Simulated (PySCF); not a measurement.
# C3H8AlN: the cost of one run

Computed with PySCF 2.14.0, with density-fitted response routines of our own, on a single molecule in the gas phase. Atoms are numbered from 0 throughout.

### 1 The molecule as given

13 atoms, charge 0, multiplicity 1; geometry from: GFN2-xTB. The atoms were then displaced at random by about 0.01 Å, so the start is not that level's minimum.

Bonds of the start (Å): C0–C1 1.36, C1–Al2 2.00, Al2–N3 1.73, N3–C4 1.48, C0–H5 1.08, C0–H6 1.08, C1–H7 1.09, Al2–H8 1.52, N3–H9 1.02, C4–H10 1.10, C4–H11 1.11, C4–H12 1.09.

### 2 Relaxing the molecule at PBE0-D3(BJ)/def2-SVP

Job settings and geometry (Å):

```
{"job": {"xc": "PBE0", "basis": "def2-SVP", "d3": "d3bj", "grid": 1, "shake": 0.01, "kind": "geom"}, "charge": 0, "multiplicity": 1}
C      2.918240     0.230310     0.412210
C      1.603170     0.221320     0.747730
Al     0.330130    -0.109430    -0.753250
N     -1.399000    -0.216880    -0.738490
C     -2.504920    -0.120390     0.242210
H      3.191280     0.106110    -0.626140
H      3.718520     0.426180     1.104950
H      1.376220     0.391700     1.795880
H      0.977210    -0.292140    -2.119820
H     -1.839230    -0.408310    -1.642910
H     -3.198610     0.701590     0.022420
H     -2.058470     0.084180     1.236510
H     -3.108710    -1.031140     0.308370
```

Started as:

```sh
$ OMP_NUM_THREADS=1 python probes_run.py task.json out
```

One launch serves the whole session: the jobs run in the order shown.

**Question.** How long does this first job take on 1 thread of Arm Neoverse V2, shared host, and how much memory does it need?

About 28 s, with a peak of 0.46 GiB.
